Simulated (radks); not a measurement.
# Taking charge from the 1s level of N⁺ in fractions

Aim: follow energy and eigenvalue as charge leaves the 1s level of N⁺ bit by bit, and test Janak's theorem, Slater's transition state and the straight-line condition.

Program: radks (a radial shooting solver on a logarithmic mesh, Libxc functionals) version 1. Level of theory: Dirac Kohn-Sham, LDA (Slater exchange, Perdew-Wang correlation), spin-unpolarised, spherical densities, finite nucleus; open shells are shared between the two j in proportion to 2j + 1. These are calculated values, not measurements, unless marked.

### 1 Starting point

```
element            : nitrogen (Z = 7)
charge             : +1
electrons          : 6
configuration      : [He] 2s2 2p2
nuclear rms radius : 2.5582 fm
```

Outer shells as boxes (Hund's rule):

N⁺
```
[He] core
2s [↑↓]
2p [↑ ][↑ ][  ]
```

### 2 Start: [He] 2s2 2p2

The run's settings:

```text
Z 7
configuration [He] 2s2 2p2
relativity Dirac
functional lda,pw
spin unpolarised
j_filling average
nucleus finite rms 2.5582 fm
c 137.035999084
```

### 3 0.1 electron removed from 1s

Settings, as their differences from step 2:

```diff
@@ -1,3 +1,3 @@
 Z 7
-configuration [He] 2s2 2p2
+configuration 1s1.9 2s2 2p2
 relativity Dirac
```

### 4 0.2 electron removed from 1s

Settings, as their differences from step 3:

```diff
@@ -1,3 +1,3 @@
 Z 7
-configuration 1s1.9 2s2 2p2
+configuration 1s1.8 2s2 2p2
 relativity Dirac
```

### 5 0.3 electron removed from 1s

Settings, as their differences from step 4:

```diff
@@ -1,3 +1,3 @@
 Z 7
-configuration 1s1.8 2s2 2p2
+configuration 1s1.7 2s2 2p2
 relativity Dirac
```

### 6 0.4 electron removed from 1s

Settings, as their differences from step 5:

```diff
@@ -1,3 +1,3 @@
 Z 7
-configuration 1s1.7 2s2 2p2
+configuration 1s1.6 2s2 2p2
 relativity Dirac
```

### 7 0.5 electron removed from 1s

Settings, as their differences from step 6:

```diff
@@ -1,3 +1,3 @@
 Z 7
-configuration 1s1.6 2s2 2p2
+configuration 1s1.5 2s2 2p2
 relativity Dirac
```

### 8 0.6 electron removed from 1s

Settings, as their differences from step 7:

```diff
@@ -1,3 +1,3 @@
 Z 7
-configuration 1s1.5 2s2 2p2
+configuration 1s1.4 2s2 2p2
 relativity Dirac
```

### 9 0.7 electron removed from 1s

Settings, as their differences from step 8:

```diff
@@ -1,3 +1,3 @@
 Z 7
-configuration 1s1.4 2s2 2p2
+configuration 1s1.3 2s2 2p2
 relativity Dirac
```

### 10 0.8 electron removed from 1s

Settings, as their differences from step 9:

```diff
@@ -1,3 +1,3 @@
 Z 7
-configuration 1s1.3 2s2 2p2
+configuration 1s1.2 2s2 2p2
 relativity Dirac
```

### 11 0.9 electron removed from 1s

Settings, as their differences from step 10:

```diff
@@ -1,3 +1,3 @@
 Z 7
-configuration 1s1.2 2s2 2p2
+configuration 1s1.1 2s2 2p2
 relativity Dirac
```

### 12 1 electron removed from 1s

Settings, as their differences from step 11:

```diff
@@ -1,3 +1,3 @@
 Z 7
-configuration 1s1.1 2s2 2p2
+configuration 1s1 2s2 2p2
 relativity Dirac
```

**Question.** What will these runs give? Wanted: for each run, removed; E − E(0); eigenvalue; E minus straight line.

As calculated:

```csv
removed (e),E − E(0) (eV),eigenvalue (eV),E minus straight line (eV)
0,0.000,-398.45,0.000
0.1,40.226,-406.07,-3.507
0.2,81.217,-413.76,-6.248
0.3,122.98,-421.50,-8.218
0.4,165.52,-429.30,-9.411
0.5,208.84,-437.14,-9.822
0.6,252.95,-445.03,-9.446
0.7,297.85,-452.96,-8.279
0.8,343.54,-460.93,-6.317
0.9,390.03,-468.91,-3.558
1,437.33,-476.91,0.000
```

What this shows: Removing the whole electron costs 437.33 eV, against 398.45 eV from minus the starting eigenvalue. Slater's transition state, half an electron removed, gives 437.14 eV. The trapezoid integral of minus the eigenvalue gives 437.33 eV over the range, against 437.33 eV from the energies (Janak's theorem). The eigenvalue moves by 78.5 eV per electron. E bends below the straight line by 9.82 eV at 0.5 electron removed.
